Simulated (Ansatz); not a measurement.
Runs of Ansatz 0.2.0 on Ga3Se. It takes space group Pm-3m (No. 221, cubic). Conventional cell: a = 4.432 Å, b = 4.432 Å, c = 4.432 Å, α = 90.00°, β = 90.00°, γ = 90.00°. Se (site symmetry m-3m) has 12 Ga at 3.13 Å as nearest neighbours. Ga (site symmetry 4/mmm) has 4 Se at 3.13 Å and 8 Ga at 3.13 Å as nearest neighbours. The cell comes from a database or a generator and needn't be the stable form of this composition.

```csv
task,level,cell,points for each segment of the path,gap on the mesh (eV),pressure (GPa),relaxed volume (Å³/atom)
single point,PBE0,as given,-,none,-0.8,-
relaxation of cell and atoms,HSE06,relaxed,-,none,0.0,(a)
band structure,HSE06,as given,4,none,-0.9,-
relaxation of cell and atoms,PBE0,relaxed,-,none,0.0,21.35
```

Alike in all rows: potentials or basis Ansatz PAW; no spin polarisation; k mesh 4 × 4 × 4; cutoff (eV) 420; smearing fermi-dirac 0.05 eV.

Problem. Fill in the values left out.

Solution. (a) 21.33.

Caveats: the PAW data sets come from PBE, with cores solved anew for the run's functional, which leaves a small shift of forces and pressure; the thresholds are loose for stress (some runs); the plane-wave basis is chosen anew once the cell has moved, so the energies of steps on either side of that aren't comparable (some runs).

A k mesh can miss the band edges, and the runs leave out spin-orbit coupling on Ga, Se.

A gap of «none» marks a metal or a gap under the smearing width.
